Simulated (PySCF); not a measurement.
# C8H10F2: the cost of one run

Computed with PySCF 2.14.0, with density-fitted response routines of our own, on a single molecule, in the gas phase or a continuum. Atoms are numbered from 0 throughout.

## Step 1: Starting geometry

20 atoms, charge 0, multiplicity 1; geometry from: GFN2-xTB. The atoms were then displaced at random by about 0.01 Å, so the start is not that level's minimum.

Bonds of the start (Å): F0–C1 1.35, C1–C2 1.33, C2–C3 1.44, C3–F4 1.39, C3–C5 1.55, C5–C6 1.52, C6–C7 1.53, C7–C8 1.53, C8–C9 1.54, C9–C3 1.59, C9–C6 1.54, C1–H10 1.08, C2–H11 1.09, C5–H12 1.09, C5–H13 1.09, C6–H14 1.10, C7–H15 1.11, C7–H16 1.08, C8–H17 1.07, C8–H18 1.08, C9–H19 1.10.

## Step 2: Relaxing the molecule at PBE0-D3(BJ)/def2-SVP

Job settings and geometry (Å):

```
{"job": {"xc": "PBE0", "basis": "def2-SVP", "d3": "d3bj", "grid": 1, "shake": 0.01, "kind": "geom"}, "charge": 0, "multiplicity": 1}
F      1.659950    -0.797180     1.539690
C      2.219730     0.214160     0.841030
C      1.793060     0.652070    -0.341980
C      0.681330     0.197660    -1.145080
F      0.939110     0.497220    -2.477860
C      0.105530    -1.240140    -1.037820
C     -1.281000    -0.709200    -0.706140
C     -1.551180    -0.504510     0.786960
C     -1.067430     0.948100     0.713090
C     -0.765670     0.736790    -0.784140
H      3.068300     0.613230     1.384070
H      2.378900     1.460040    -0.778830
H      0.145370    -1.747790    -2.002140
H      0.549680    -1.856030    -0.258660
H     -2.113340    -1.084040    -1.318980
H     -2.617230    -0.584300     1.068070
H     -0.977470    -1.140210     1.442410
H     -0.216980     1.194500     1.321540
H     -1.844310     1.676850     0.867150
H     -1.157370     1.488160    -1.491990
```

On the command line:

```sh
$ OMP_NUM_THREADS=1 python probes_run.py task.json out
```

One launch serves the whole session: the jobs run in the order shown.

Q: Estimate the wall time and peak memory of this first job on 1 thread of Arm Neoverse V1, shared host.

About 3.6 min, with a peak of 0.8 GiB.
